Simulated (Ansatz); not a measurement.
# MoH (sextet): from Hartree-Fock to the top rungs, def2-TZVPP

An exercise on one series of results from a longer session: the logs are not shown, and one member is left open.

Program: Ansatz 0.2.0, Gaussian basis. Level of theory: def2-TZVPP, core rule «outside noble gas», up to 4 orbitals frozen. These are calculated values, not measurements.

The runs, in order: UHF; ROHF; CCSD(T) on UHF.

3 further runs of the same task are left out: 1 for a known fault of the program, 2 set aside as unsound or not needed.

## What is computed

The geometry is a PBE0/def2-TZVP stationary point (not a proven minimum) of the parent state, kept for this charge and spin. No spin-orbit coupling is included. Elements past krypton take def2 core potentials.

2 atoms, charge 0, spin multiplicity 6.

Atoms are counted from 1 here; the program's logs count them from 0.

Bond lengths: Mo1–H2 1.699 Å.

The first run:

Contents of in.yaml:

```yaml
crystal:
  periodic: [false, false, false]
  atoms:
    - {symbol: Mo, position_ang: [0.000000, 0.000000, 0.000000]}
    - {symbol: H, position_ang: [0.000000, 0.000000, 1.699200]}
basis:
  gaussian: {orbitals: def2-TZVPP}
magnetization: {spin_polarized: true, initial_magnetization: 5}
hamiltonian: {xc: hf}
output: {orbitals: {seedname: orbitals}}
```

Command:

```sh
ansatz run in.yaml --threads 1 --pin off --events-out ev --progress --plain --max-ram 4096MiB --backend cpu
```

Steps of the session up to this table: UHF; ROHF; CCSD(T) on UHF.

One table of the session follows, with a row left open; its other results are not shown here.

| method | from UCCSD(T) (meV) |
| --- | --- |
| ROHF | +3753.5 |
| UHF | +3514.1 |
| UMP2 | ? |
| UCCSD | +111.7 |
| UCCSD(T) | 0 |

Q: Estimate the row for UMP2 from the others.

The run gave: from UCCSD(T) (meV): +519.5. In the column «from UCCSD(T) (meV)» it lies between UCCSD (+111.7) and UHF (+3514.1).
